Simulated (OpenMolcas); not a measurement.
# F, step by step

We compute a series of 9 runs (ROHF/def2-TZVP, CASSCF(7,4)/def2-TZVP, CASPT2(7,4)/def2-TZVP, CASPT2[IPEA 0](7,4)/def2-TZVP, SC-NEVPT2(7,4)/def2-TZVP, PC-NEVPT2(7,4)/def2-TZVP, MC-PDFT[tPBE](7,4)/def2-TZVP, MC-PDFT[ftPBE](7,4)/def2-TZVP, and more) of F. 

The results are computed with OpenMolcas 26.06.

54 further runs of the same task are left out: 1 that didn't finish, 53 set aside as unsound or not needed.

## 1. A single-point energy at ROHF/def2-TZVP (run 1)

The input, coord.xyz:

```xyz
1

F      0.000000     0.000000     0.000000
```

The input, step1.inp:

```
* F Hartree-Fock
&GATEWAY
BasLib
$CurrDir
Coord
coord.xyz
Basis
def2-TZVP
Group
NoSym
&SEWARD
&SCF
UHF
Spin
2
PrOrbitals
1 1
&RASSCF
FileOrb
$Project.UnaOrb
Spin
2
Nactel
1 0 0
Inactive
4
Ras2
1
OutOrbitals
Canonical
OrbListing
Nothing
```

The basis set def2-TZVP is read from a file made from the Basis Set Exchange's data (not shown).

Command:

```bash
$ export MOLCAS_MEM=1860
$ pymolcas step1.inp > step1.log
```

The program printed:

```text
--- Start Module: gateway ---
[...]
--- Stop Module: gateway /rc=_RC_ALL_IS_WELL_ ---
[...]
      Basis functions           31
[...]
--- Start Module: scf ---
[...]
       Convergence after   9 Iterations
[...]
::    Total SCF energy                                -99.4117985004
[...]
      Total spin, S                                     0.5018373829
[...]
--- Stop Module: scf /rc=_RC_ALL_IS_WELL_ ---
--- Start Module: rasscf ---
[...]
      Number of active orbitals                  1
[...]
      Spin quantum number                      0.5
[...]
      Active orbitals                            1
[...]
      Number of CSFs                             1
[...]
      Number of root(s) required                 1
[...]
      Convergence after  6 iterations
[...]
      printout of CI-coefficients larger than  0.05 for root  1
      energy=     -99.407167
      conf/sym  1     Coeff  Weight
             1  u   1.00000 1.00000
      Natural orbitals and occupation numbers for root  1
      sym 1:   1.000000
      ************************************************************************************************************************
      *                                                    Final results                                                     *
[...]
::    RASSCF root number  1 Total energy:    -99.40716747
[...]
      Total electronic charge=    9.000000
      Total            charge=   -0.000000
[...]
      Dipole Moment (debye):
      Origin of the operator (angstrom)=    0.0000    0.0000    0.0000
                   X=  3.3967E-16               Y= -3.2337E-16               Z=  4.7668E-16           Total=  6.6870E-16
      Quadrupole Moment (debye*angstrom):
[...]
--- Stop Module: rasscf /rc=_RC_ALL_IS_WELL_ ---
[...]
```

Wall time 3.3 s (1 thread of Intel Xeon Platinum 8259CL at 2.50GHz (Skylake/Cascade Lake), shared host); peak memory 0.37 GiB.

## 2. The F atom: the energy at CASSCF(7,4)/def2-TZVP (run 2)

coord.xyz is that of step 1.

The input, step2.input:

```
* F CASSCF

&gateway
 baslib=$CurrDir
 coord=coord.xyz
 basis=def2-TZVP
 group=NoSym

&seward

&rasscf
 fileorb=$CurrDir/step1.RasOrb
 spin=2
 nactel=7 0 0
 inactive=1
 ras2=4
 orblisting=Nothing
 orbappear=Compact
```

The basis set def2-TZVP is read from a file made from the Basis Set Exchange's data (not shown).

Command:

```bash
$ export MOLCAS_MEM=1860
$ pymolcas step2.input > step2.log
```

The program printed:

```text
--- Start Module: gateway ---
[...]
--- Stop Module: gateway /rc=_RC_ALL_IS_WELL_ ---
--- Start Module: seward ---
[...]
      Basis functions           31
--- Stop Module: seward /rc=_RC_ALL_IS_WELL_ ---
--- Start Module: rasscf ---
[...]
      Number of active orbitals                  4
[...]
      Spin quantum number                      0.5
[...]
      Active orbitals                            4
[...]
      Number of CSFs                             4
[...]
      Number of root(s) required                 1
[...]
 ###    WARNING: Problems in orbital optimization.                           ###
 ###############################################################################
  Warning: In symmetry  1, orbital p=   2 has diagonal density matrix element D(p,p) close to two. (2 - D(p,p))=  4.440892E-16
[...]
 ###    WARNING: Problems in orbital optimization.                           ###
 ###############################################################################
  Warning: In symmetry  1, orbital p=   2 has diagonal density matrix element D(p,p) close to two. (2 - D(p,p))= -8.881784E-16
[...]
 ###    WARNING: Problems in orbital optimization.                           ###
 ###############################################################################
  Warning: In symmetry  1, orbital p=   2 has diagonal density matrix element D(p,p) close to two. (2 - D(p,p))=  0.000000E+00
[...]
      Convergence after  4 iterations
[...]
      printout of CI-coefficients larger than  0.05 for root  1
      energy=     -99.407167
      conf/sym  1111     Coeff  Weight
             1  222u   1.00000 1.00000
      Natural orbitals and occupation numbers for root  1
      sym 1:   2.000000   2.000000   2.000000   1.000000
      ************************************************************************************************************************
      *                                                    Final results                                                     *
[...]
::    RASSCF root number  1 Total energy:    -99.40716747
[...]
      Total electronic charge=    9.000000
      Total            charge=   -0.000000
[...]
      Dipole Moment (debye):
      Origin of the operator (angstrom)=    0.0000    0.0000    0.0000
                   X=  3.3967E-16               Y= -3.2337E-16               Z=  4.7668E-16           Total=  6.6870E-16
      Quadrupole Moment (debye*angstrom):
[...]
--- Stop Module: rasscf /rc=_RC_ALL_IS_WELL_ ---
[...]
```

It took 2.2 s on 1 thread of Intel Xeon Platinum 8259CL at 2.50GHz (Skylake/Cascade Lake), shared host; peak memory 0.37 GiB.

Runs 3 to 4 aren't shown in full; the table further down has their settings and results.

## 3. The F atom: a single-point energy at SC-NEVPT2(7,4)/def2-TZVP (run 5)

coord.xyz is that of step 2.

The input, step5.input:

```
&GATEWAY
 BasLib = $CurrDir
 Coord = coord.xyz
 Basis = def2-TZVP
 Group = NoSym

&SEWARD

&RASSCF
 FileOrb = $CurrDir/step2.RasOrb
 Spin = 2
 Nactel = 7 0 0
 Inactive = 1
 Ras2 = 4
 OrbListing = Nothing
 OrbAppear = Compact

&CASPT2
 SC-NEVPT2
 Frozen = 1
```

The basis set def2-TZVP is read from a file made from the Basis Set Exchange's data (not shown).

Run the same way, it converges to -99.58972 Eh (log not shown).

Runs 6 to 8 aren't shown in full; the table further down has their settings and results.

## 4. The F atom: a single-point energy at MRCI(7,4)/def2-TZVP (run 9)

coord.xyz is that of step 3.

The input, step9.input:

```
* F MRCI

&GATEWAY
  BasLib=$CurrDir
  Coord=coord.xyz
  Basis=def2-TZVP
  Group=NoSym

&SEWARD

&RASSCF
  FileOrb=$CurrDir/step2.RasOrb
  Spin=2
  Nactel=7 0 0
  Inactive=1
  Ras2=4
  OrbListing=Nothing
  OrbAppear=Compact

&MOTRA
  LumOrb
  Frozen=1

&GUGA
  Electrons=7
  Spin=2
  Inactive=0
  Active=4
  CIAll=1

&MRCI
  SDCI
```

The basis set def2-TZVP is read from a file made from the Basis Set Exchange's data (not shown).

Run the same way, it converges to -99.61720 Eh (log not shown).

## 5. Overview of the runs

| run | level | active rule | inactive | energy (Eh) | dipole moment (D) of the reference | wall time |
| --- | --- | --- | --- | --- | --- | --- |
| 1 | ROHF/def2-TZVP | – | – | -99.407167 | 0.00 | 3.3 s |
| 2 | CASSCF(7,4)/def2-TZVP | full valence | 1 | -99.407167 | 0.00 | 2.2 s |
| 3 | CASPT2(7,4)/def2-TZVP | full valence | 1 | -99.612812 | 0.00 | 2.3 s |
| 4 | CASPT2[IPEA 0](7,4)/def2-TZVP | full valence | 1 | -99.615223 | 0.00 | 2.3 s |
| 5 | SC-NEVPT2(7,4)/def2-TZVP | full valence | 1 | -99.589716 | 0.00 | 2.4 s |
| 6 | PC-NEVPT2(7,4)/def2-TZVP | full valence | 1 | -99.590086 | 0.00 | 2.4 s |
| 7 | MC-PDFT[tPBE](7,4)/def2-TZVP | full valence | 1 | -99.653978 | 0.00 | 2.5 s |
| 8 | MC-PDFT[ftPBE](7,4)/def2-TZVP | full valence | 1 | -99.684855 | 0.00 | 2.5 s |
| 9 | MRCI(7,4)/def2-TZVP | full valence | 1 | -99.617204 | 0.00 | 2.5 s |

## 6. Summary of results

```
                                     quantity         value
                  F atom, run 9: total energy  -99.61720 Eh
F atom, run 9: dipole moment (CASSCF density)        0.00 D
```

What this shows: Below the ROHF energy at the same shape and in the same basis (def2-TZVP): CASSCF(7,4) +0.0 mEh; CASPT2(7,4) -205.6 mEh; CASPT2[IPEA 0](7,4) -208.1 mEh; SC-NEVPT2(7,4) -182.5 mEh; PC-NEVPT2(7,4) -182.9 mEh; MRCI(7,4) -210.0 mEh. Active-space methods hold only the correlation inside their space unless a perturbation or CI step follows. All runs together took 22 s, the longest 3.3 s.
